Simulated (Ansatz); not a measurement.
# GdO: projected density of states with PBEsol+U

Crystal: GdO.

```xyz
2
Lattice="0.0000 2.7000 2.7000 2.7000 0.0000 2.7000 2.7000 2.7000 0.0000" Properties=species:S:1:pos:R:3 pbc="T T T"
Gd    0.0000    0.0000    0.0000
O     4.0500    4.0500    4.0500
```

```
Program             : Ansatz 0.2.0
Task                : projected density of states
Functional          : PBEsol
Potentials or basis : Ansatz PAW
Cutoff              : 420 eV (not typed: the program's choice for these potentials)
k mesh              : 9 × 9 × 9
Occupations         : fermi-dirac, width 0.05 eV
Spin                : collinear spin, ferromagnetic start
Starting moments    : [7.0, 0.0] μB
Hubbard terms       : Gd f U = 8 eV
Hubbard projectors  : ortho-atomic (the default)
Double counting     : fll (the default)
```

The pressure is -3.7 GPa. The band gap on the k mesh is none (metal or under the smearing width), the net moment is 7.93 μB per cell and the absolute moment is 7.94 μB per cell. The site moments are Gd +7.02; O +0.01 μB and the density of states at the Fermi level is 0.35 states/eV per cell.

Levels at points of the mesh, in eV from the Fermi level:
Spin up:
```csv
k point,band 13,band 14,band 15,band 16,band 17,band 18
"(0.00, 0.00, 0.00)",-5.72,-5.72,-5.72,-2.50,2.23,2.23
```
Spin down:
| k point | band 5 | band 6 | band 7 | band 8 | band 9 | band 10 | band 11 | band 12 |
| --- | --- | --- | --- | --- | --- | --- | --- | --- |
| (0.00, 0.00, 0.00) | -19.29 | -5.57 | -5.57 | -5.57 | -1.13 | 3.43 | 3.43 | 3.43 |

States per cell in windows of 1 eV (zero at the Fermi level; states under -8 eV left out):
| from (eV) | up | down | Gd 4f down | Gd 5d down | Gd 5d up | O 2p down | O 2p up | Gd 6s down |
| --- | --- | --- | --- | --- | --- | --- | --- | --- |
| -8.0 | 0.00 | 0.00 | 0.00 | 0.00 | 0.00 | 0.00 | 0.00 | 0.00 |
| -7.0 | 0.34 | 0.05 | 0.00 | 0.01 | 0.09 | 0.03 | 0.21 | 0.00 |
| -6.0 | 2.06 | 2.05 | 0.02 | 0.34 | 0.41 | 1.58 | 1.52 | 0.06 |
| -5.0 | 0.61 | 0.91 | 0.01 | 0.08 | 0.05 | 0.78 | 0.52 | 0.01 |
| -4.0 | 0.00 | 0.00 | 0.00 | 0.00 | 0.00 | 0.00 | 0.00 | 0.00 |
| -3.0 | 0.01 | 0.00 | 0.00 | 0.00 | 0.00 | 0.00 | 0.00 | 0.00 |
| -2.0 | 0.20 | 0.00 | 0.00 | 0.00 | 0.13 | 0.00 | 0.01 | 0.00 |
| -1.0 | 0.79 | 0.04 | 0.00 | 0.00 | 0.46 | 0.00 | 0.12 | 0.03 |
| 0.0 | 0.62 | 0.50 | 0.01 | 0.33 | 0.47 | 0.03 | 0.11 | 0.08 |
| 1.0 | 0.51 | 1.10 | 0.08 | 0.73 | 0.45 | 0.13 | 0.04 | 0.10 |
| 2.0 | 0.75 | 0.58 | 0.11 | 0.42 | 0.69 | 0.02 | 0.04 | 0.00 |
| 3.0 | 0.12 | 7.19 | 6.45 | 0.60 | 0.11 | 0.06 | 0.00 | 0.02 |
| 4.0 | 0.00 | 0.58 | 0.18 | 0.37 | 0.00 | 0.02 | 0.00 | 0.00 |
| 5.0 | 0.00 | 0.00 | 0.00 | 0.00 | 0.00 | 0.00 | 0.00 | 0.00 |
| 6.0 | 0.00 | 0.00 | 0.00 | 0.00 | 0.00 | 0.00 | 0.00 | 0.00 |
| 7.0 | 0.00 | 0.00 | 0.00 | 0.00 | 0.00 | 0.00 | 0.00 | 0.00 |

Eigenvalues of the final occupation matrices:
```csv
site,spin,trace,eigenvalues
site 1,1,7.00,1.00 1.00 1.00 1.00 1.00 1.00 1.00
site 1,2,0.02,0.00 0.00 0.00 0.00 0.00 0.00 0.01
```

Run time: 8.8 s on 2 threads of AMD EPYC 7R43 64-Core Processor (Zen 3), on a shared host, peak memory 0.46 GiB.

Caveat: the magnetic or orbital state may not be the lowest; the pressure holds a Pulay correction of +0.3 GPa for the finite cutoff; spin-orbit coupling is left out, which moves the levels of the heavy elements; a cell with one magnetic atom can't hold antiferromagnetic order, which such compounds often take; the PAW data sets come from PBE, with cores solved anew for the run's functional, which leaves a small shift of forces and pressure. The state reached can hang on the start; a lower one may exist.
